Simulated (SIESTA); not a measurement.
The system is CsLiCr2Te2S3.

```xyz
9
Lattice="3.3193 1.9164 6.8798 -3.3193 1.9164 6.8798 0.0000 -3.8328 6.8798" Properties=species:S:1:pos:R:3 pbc="T T T"
Cs    0.0000    0.0000    0.0000
Li    0.0000    0.0000   10.3197
Cr    0.0000    0.0000   16.4802
Cr    0.0000    0.0000    4.1593
Te    0.0000    0.0000   14.0328
Te    0.0000    0.0000    6.6067
S    -2.4147    0.0000   10.3197
S     1.2074   -2.0912   10.3197
S     1.2074    2.0912   10.3197
```

The cell was built by a generator and needn't be a form met in nature.

Base run:

* Program: SIESTA 5.4.2
* Functional: PBE
* Potentials or basis: PseudoDojo 0.4 standard (PBE files)
* Basis: DZP (energy shift 0.003 Ry; two zetas on semicore shells; d shell added on Cs)
* Grid cutoff: 800 Ry
* Energy shift: 0.003 Ry
* k mesh: 5 × 5 × 5
* Occupations: fermi-dirac, width 0.05 eV
* Spin: collinear spin, ferromagnetic start
* Starting moments: [0.0, 0.0, 3.0, 3.0, 0.0, 0.0, 0.0, 0.0, 0.0] μB

Its results: band gap on the k mesh none (metal or under the smearing width); pressure 0.4 GPa; net moment 4.00 μB per cell; site moments Cs -0.07; Li -0.04; Cr +2.70; Te -0.49; S -0.11 μB; largest force 0.359 eV/Å.

The run is repeated on the same cell with these changes: hubbard terms from none to Cr d U = 4 eV. What comes out?

Band gap on the k mesh none (metal or under the smearing width); pressure 3.9 GPa; net moment 4.24 μB per cell; site moments Cs -0.12; Li -0.08; Cr +3.81; Te -0.95; S -0.43 μB; largest force 1.734 eV/Å.

Caveats: the basis of atomic orbitals isn't converged, which shifts pressures, moduli and gaps; only a ferromagnetic start was run, and an antiferromagnetic order may lie lower in energy; forces of over 1 eV/Å show positions far from the minimum, so gaps and moduli don't describe the material at rest (some runs).

Not every run made on this cell is shown here.
